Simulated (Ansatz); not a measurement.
# C₂H₃BS (SMILES BC#CS): single points off equilibrium

One table from this session's results is given with a row withheld; the runs are named, their logs left out.

The runs use Ansatz 0.2.0, Gaussian basis; single points in def2-TZVPP.

Correlated methods freeze the cores.

### The starting structure

7 atoms, charge 0, spin multiplicity 1.

Atoms are counted from 1 here; the program's logs count them from 0.

Bond lengths: B1–C2 1.497 Å, B1–H5 1.264 Å, B1–H6 1.330 Å, C2–C3 1.084 Å, C3–S4 1.774 Å, S4–H7 1.352 Å. Angles: C2–B1–H5 116.1°, C2–B1–H6 120.4°, H5–B1–H6 122.4°, B1–C2–C3 170.3°, C2–C3–S4 169.6°, C3–S4–H7 95.5°.

Coordinates:

```xyz
7
C2H3BS
B    -0.58680    1.54010    0.32820
C    -0.20390    0.10510    0.14170
C     0.22230   -0.89110    0.10300
S     0.61390   -2.61880    0.00670
H    -0.32310    2.31490   -0.63550
H    -1.37460    1.90030    1.33700
H     1.31780   -2.52710   -1.14440
```

Set-up of the first run:

Input file run/in.yaml:

```yaml
crystal:
  periodic: [false, false, false]
  atoms:
    - {symbol: B, position_ang: [-0.586800, 1.540100, 0.328200]}
    - {symbol: C, position_ang: [-0.203900, 0.105100, 0.141700]}
    - {symbol: C, position_ang: [0.222300, -0.891100, 0.103000]}
    - {symbol: S, position_ang: [0.613900, -2.618800, 0.006700]}
    - {symbol: H, position_ang: [-0.323100, 2.314900, -0.635500]}
    - {symbol: H, position_ang: [-1.374600, 1.900300, 1.337000]}
    - {symbol: H, position_ang: [1.317800, -2.527100, -1.144400]}
basis:
  gaussian: {orbitals: def2-TZVPP}
correlation: {method: ccsd_t}
output: {forces: true}
```

The command line of these runs was not kept.

Steps of the session up to this table: CCSD(T)/def2-TZVPP; PBE0-D4/def2-TZVPP; wB97M-V/def2-TZVPP; r2SCAN-D4/def2-TZVPP; PBE-D4/def2-TZVPP; r2SCAN0-D4/def2-TZVPP; HSE06-D4/def2-TZVPP.

One table of the session follows, with a row left open; its other results are not shown here.

```
    method  RMS force component (eV/Å)  angle to CCSD(T) forces (°)  dipole (D)
   CCSD(T)                       6.566                    reference        1.45
   PBE0-D4                       6.425                          1.6        1.62
   wB97M-V                       6.223                          0.9        1.50
 r2SCAN-D4                       6.563                          1.7        1.76
    PBE-D4                       6.735                          2.0        1.89
r2SCAN0-D4                           ?                            ?           ?
  HSE06-D4                       6.444                          1.6        1.63
```

Estimate the missing values for r2SCAN0-D4.

As computed: RMS force component (eV/Å): 6.317; angle to CCSD(T) forces (°): 1.9; dipole (D): 1.57. In the column «RMS force component (eV/Å)» it lies between wB97M-V (6.223) and PBE0-D4 (6.425).
